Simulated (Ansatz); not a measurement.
**SnAu: uniaxial strain along c**

The task here is to estimate one member of a computed series from the others.

Method: DFT PBEsol, scalar-relativistic, plane waves, PAW, in Ansatz 0.2.0.

## The structure to begin with

The structure is hexagonal, space group P6_3/mmc (No. 194). Conventional cell: a = 4.361 Å, b = 4.361 Å, c = 5.594 Å, α = 90.00°, β = 90.00°, γ = 120.00°. Sn (site symmetry -6m2) has 6 Au at 2.88 Å in its first shell of neighbours. Au (site symmetry -3m) is surrounded by 2 Au at 2.80 Å and 6 Sn at 2.88 Å.

As a file:

```
Sn Au
1.0
     4.36103    0.00000    0.00000
    -2.18051    3.77676    0.00000
     0.00000    0.00000    5.59400
Sn Au
2 2
Direct
  0.66667 0.33333 0.75000
  0.33333 0.66667 0.25000
  0.00000 0.00000 0.50000
  0.00000 0.00000 0.00000
```

The structure comes from the Materials Project (structure only).

Set-up of the first run:

(A quick probe on a coarse mesh, which set the mesh and smearing, is not shown.)

input.yaml reads:

```yaml
crystal:
  lattice:
    - [4.3610265769, 0.0, 0.0]
    - [-2.1805132884, 3.7767598022, 0.0]
    - [0.0, 0.0, 5.59400424]
  atoms:
    - { symbol: Sn, position: [0.66666667, 0.33333333, 0.75] }
    - { symbol: Sn, position: [0.33333333, 0.66666667, 0.25] }
    - { symbol: Au, position: [0.0, 0.0, 0.5] }
    - { symbol: Au, position: [0.0, 0.0, 0.0] }
basis:
  ecutwfc: 420
kpoints:
  mp_grid: { grid: [12, 12, 8] }
hamiltonian:
  xc: pbesol
scf:
  occupations: { method: gaussian, width: 0.1 }
output:
  forces: true
  stress: true
  eigenvalues: true
  write_density: true
  write_potential: true
  elf: true
  volumetric_format: npy
relax:
  adjacent_minimum: "off"
  f_tol: 0.005
  max_steps: 80
  cell: { stress_tol: 0.05 }
```

Run with:

```bash
$ ansatz run input.yaml --threads 1 --pin off --max-ram 2560MiB --backend cpu --events-out ev --progress --plain --runs-dir out
```

Steps of the session up to this table: Relaxing cell and atoms; Zero strain; Strain -2.0 %; At +2.0 %; At -4.0 %; The cell strained by +4.0 %; At -6.0 %; The cell strained by +6.0 %.

One of the session's tables, all rows but one given; the rest of the session is left out.

Lengths are those of the vectors of the cell that was run; stresses in GPa:

| strain (%) | ΔE (meV/atom) | a (Å) | b (Å) | c (Å) |
| --- | --- | --- | --- | --- |
| -6.0 | 41.2 | 4.422 | 4.422 | 5.220 |
| -4.0 | 16.4 | 4.392 | 4.392 | 5.331 |
| -2.0 | ? | ? | ? | ? |
| +0.0 | 0.0 | 4.334 | 4.334 | 5.553 |
| +2.0 | 2.9 | 4.304 | 4.304 | 5.664 |
| +4.0 | 10.8 | 4.275 | 4.275 | 5.775 |
| +6.0 | 22.0 | 4.243 | 4.243 | 5.887 |

Q: Estimate the row for strain (%) = -2.0 from the others.

Worked estimate for «ΔE (meV/atom)». A straight line through the neighbours (-4.0, 16.4) and (0.0, 0.0) gives 16.4 + (0.0 − 16.4) × (-2.0 + 4.0) / (0.0 + 4.0) = 8.2; a parabola fitted to 4 rows on both sides gives 3.6.

As computed: ΔE (meV/atom): 3.9; a (Å): 4.362; b (Å): 4.362; c (Å): 5.442. In «ΔE (meV/atom)» the line misses by +4.3 and the parabola by -0.3.

ΔE is over the unstrained cell. Stress in GPa, positive in compression, on the Cartesian axes of the input. 

To keep in mind: Warnings in the runs' records: symmetry narrowed by cell relaxation.
